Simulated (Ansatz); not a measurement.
**C₂H₇GaSi: basis-set convergence**

Aim: see how fast density functionals converge with the basis set for C₂H₇GaSi.

The runs use Ansatz 0.2.0, Gaussian basis; one geometry, several basis sets.

Levels to be run: PBE0-D4/def2-SVP; ωB97M-V/def2-SVP; PBE0-D4/def2-QZVPP; ωB97M-V/def2-QZVPP; the functionals' def2-TZVPP values are taken from earlier runs.

**1. The geometry**

All runs share one geometry, relaxed beforehand with PBE0-D4 in a triple-zeta def2 set.

11 atoms, charge 0, spin multiplicity 1.

Atoms are counted from 1 here; the program's logs count them from 0.

Bond lengths: Si1–C2 1.846 Å, Si1–H5 1.522 Å, Si1–H6 1.486 Å, Si1–H7 1.486 Å, C2–C3 1.340 Å, C2–H8 1.090 Å, C3–Ga4 1.983 Å, C3–H9 1.092 Å, Ga4–H10 1.570 Å, Ga4–H11 1.570 Å. Angles: C2–Si1–H5 103.1°, C2–Si1–H6 115.7°, C2–Si1–H7 115.7°, H5–Si1–H6 106.4°, H5–Si1–H7 106.4°, H6–Si1–H7 108.6°, Si1–C2–C3 115.8°, Si1–C2–H8 122.7°, C3–C2–H8 121.5°, C2–C3–Ga4 119.1°, C2–C3–H9 118.4°, Ga4–C3–H9 122.5°, C3–Ga4–H10 119.5°, C3–Ga4–H11 119.4°, H10–Ga4–H11 120.5°.

**2. PBE0-D4 in def2-SVP**

The input, in.yaml:

```yaml
crystal:
  periodic: [false, false, false]
  atoms:
    - {symbol: Si, position_ang: [-1.233288, 0.849206, -0.119097]}
    - {symbol: C, position_ang: [-0.470404, -0.162139, 1.224058]}
    - {symbol: C, position_ang: [0.672885, -0.785330, 0.906993]}
    - {symbol: Ga, position_ang: [1.412881, -0.569979, -0.920580]}
    - {symbol: H, position_ang: [-0.263595, 0.668964, -1.278900]}
    - {symbol: H, position_ang: [-1.310784, 2.310848, 0.138554]}
    - {symbol: H, position_ang: [-2.557915, 0.382071, -0.604805]}
    - {symbol: H, position_ang: [-0.913472, -0.253250, 2.215960]}
    - {symbol: H, position_ang: [1.161450, -1.395254, 1.669702]}
    - {symbol: H, position_ang: [2.496984, 0.533804, -1.189490]}
    - {symbol: H, position_ang: [1.070557, -1.636039, -2.021697]}
basis:
  gaussian: {orbitals: def2-SVP}
hamiltonian: {xc: pbe0, dispersion: d4}
output: {orbitals: {seedname: orbitals}}
```

After this run come: ωB97M-V in def2-SVP; PBE0-D4 in def2-QZVPP; ωB97M-V in def2-QZVPP.

**Question.** What will the summary of the whole plan be? Wanted: PBE0-D4: double and triple zeta above quadruple; ωB97M-V: double and triple zeta above quadruple.

**Answer**, as computed:

| quantity | value |
| --- | --- |
| PBE0-D4: double and triple zeta above quadruple | 13.44, 1.58 eV |
| ωB97M-V: double and triple zeta above quadruple | 13.52, 1.52 eV |

**Reading.** For PBE0-D4 the step from double to triple zeta gains 11.86 eV and the next only 1.58 eV. These are total energies; as a rule much of such shifts cancels in differences, which this series doesn't test.
